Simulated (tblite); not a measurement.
# FGeH7HfNO8P: the cost of one run

Computed with tblite 0.8.0 and PySCF 2.14.0; each step states its level. No surroundings beyond the atoms listed, unless a continuum is named. Atoms count from 0, parts from 1.

## 1. The system as given

20 atoms, charge 0, multiplicity 1; geometry: distance geometry start.

## 2. Relaxing the cluster with GFN2-xTB

What the job is given:

```
{"job": {"kind": "relax", "xc": "GFN2-xTB", "basis": "xTB"}, "charge": 0, "multiplicity": 1}
Ge    -0.657063    -2.220744     0.650302
N      0.889387    -3.023385    -0.137169
O     -1.675730    -1.366131    -0.682781
Hf    -0.892159    -0.265034    -2.252161
O      1.160209    -0.357600    -2.225489
O     -1.577899    -1.059953    -4.066313
O     -1.528366     1.697800    -2.093017
O     -0.094025    -0.924716     1.876126
P      1.013383     0.356868     1.553554
O      0.223831     1.568135     0.593331
O      1.527597     1.082774     3.064476
O      2.389876    -0.290505     0.731276
F     -1.620536    -3.431543     1.441039
H      1.691423    -2.416795    -0.300736
H      0.688014    -3.703944    -0.899429
H      1.703316    -0.556304    -1.439228
H     -1.039073    -1.133988    -4.856151
H     -1.036085     2.394280    -1.619042
H      2.438683     1.364540     3.259560
H      3.212639     0.227659     0.533963
```

Level: GFN2-xTB geometry optimisation, gas phase.

Launch:

```sh
$ OMP_NUM_THREADS=1 python cluster_run.py task.json out
```

This one command runs all jobs of the session in turn.

**Question.** How long does this first job take on 1 thread of Intel Xeon at 2.50GHz, shared host?

About 31 s.
